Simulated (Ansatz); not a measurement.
# C₂H₆INSi: up Jacob's ladder to CCSD(T)

The task here is to estimate one member of a computed series from the others.

The runs use Ansatz 0.2.0, Gaussian basis; functionals in def2-TZVPP, the program's frozen cores in correlated methods.

The runs, in order: PBE-D4, r2SCAN-D4, PBE0-D4, B3LYP-D4, ωB97X-V, ωB97M-V, B2PLYP; CCSD(T)/def2-TZVPP; MP2/def2-QZVPP; extrapolation to the limit.

**The relaxed structure**

All runs share one geometry, relaxed beforehand with PBE0-D4 in a triple-zeta def2 set. I takes the def2 core potential; no spin-orbit term is included.

SMILES `N=C([SiH3])CI`, 11 atoms, charge 0, spin multiplicity 1.

Atoms are counted from 1 here; the program's logs count them from 0.

Bond lengths: N1–C2 1.270 Å, N1–H6 1.025 Å, C2–Si3 1.905 Å, C2–C4 1.495 Å, Si3–H7 1.487 Å, Si3–H8 1.483 Å, Si3–H9 1.482 Å, C4–I5 2.150 Å, C4–H10 1.090 Å, C4–H11 1.089 Å. Angles: C2–N1–H6 111.9°, N1–C2–Si3 115.9°, N1–C2–C4 123.7°, Si3–C2–C4 120.4°, C2–Si3–H7 109.4°, C2–Si3–H8 109.8°, C2–Si3–H9 108.0°, H7–Si3–H8 109.3°, H7–Si3–H9 110.0°, H8–Si3–H9 110.2°, C2–C4–I5 109.5°, C2–C4–H10 112.6°, C2–C4–H11 112.4°, I5–C4–H10 106.6°, I5–C4–H11 104.5°, H10–C4–H11 110.6°.

The first run:

The input, in.yaml:

```yaml
crystal:
  periodic: [false, false, false]
  atoms:
    - {symbol: N, position_ang: [-0.202034, 1.474598, 0.986639]}
    - {symbol: C, position_ang: [0.033414, 0.465532, 0.251954]}
    - {symbol: Si, position_ang: [-0.382259, -1.231714, 1.011841]}
    - {symbol: C, position_ang: [0.597207, 0.558044, -1.129437]}
    - {symbol: I, position_ang: [-0.838120, -0.192385, -2.542908]}
    - {symbol: H, position_ang: [0.016036, 2.354758, 0.507972]}
    - {symbol: H, position_ang: [0.371867, -2.293612, 0.293593]}
    - {symbol: H, position_ang: [-1.836513, -1.494737, 0.891003]}
    - {symbol: H, position_ang: [0.015673, -1.203861, 2.438841]}
    - {symbol: H, position_ang: [0.818544, 1.583852, -1.424465]}
    - {symbol: H, position_ang: [1.471484, -0.077476, -1.264235]}
basis:
  gaussian: {orbitals: def2-TZVPP}
hamiltonian: {xc: pbe, dispersion: d4}
output: {forces: true, orbitals: {seedname: orbitals}}
```

Run with:

```bash
$ ansatz run in.yaml --threads 4 --pin off --events-out ev --progress --plain --max-ram 10444MiB
```

Steps of the session up to this table: PBE-D4 (GGA); r2SCAN-D4 (meta-GGA); PBE0-D4 (hybrid); B3LYP-D4 (hybrid); ωB97X-V (range-separated); ωB97M-V (range-separated); B2PLYP (double hybrid); CCSD(T) in def2-TZVPP; MP2 in def2-QZVPP.

One table of the session follows, with a row left open; its other results are not shown here.

| method | atomisation energy (kJ/mol) |
| --- | --- |
| PBE-D4 | 3859.5 |
| r2SCAN-D4 | 3767.7 |
| PBE0-D4 | ? |
| B3LYP-D4 | 3779.4 |
| ωB97X-V | 3783.8 |
| ωB97M-V | 3774.1 |
| B2PLYP | 3725.8 |
| HF/def2-TZVPP | 2644.7 |
| MP2/def2-TZVPP | 3717.9 |
| CCSD/def2-TZVPP | 3596.7 |
| CCSD(T)/def2-TZVPP | 3666.4 |
| MP2/CBS | 3831.2 |
| CCSD(T)/CBS | 3779.7 |

Estimate the missing values for PBE0-D4.

**Answer.** atomisation energy (kJ/mol): 3781.0. In the column «atomisation energy (kJ/mol)» it lies between CCSD(T)/CBS (3779.7) and ωB97X-V (3783.8).

Caveats from the session: Free atoms (1 N, 2 C, 1 Si, 1 I, 6 H) were run apart at each level; the atomisation energy is their sum less the molecule, without zero-point or spin-orbit terms.
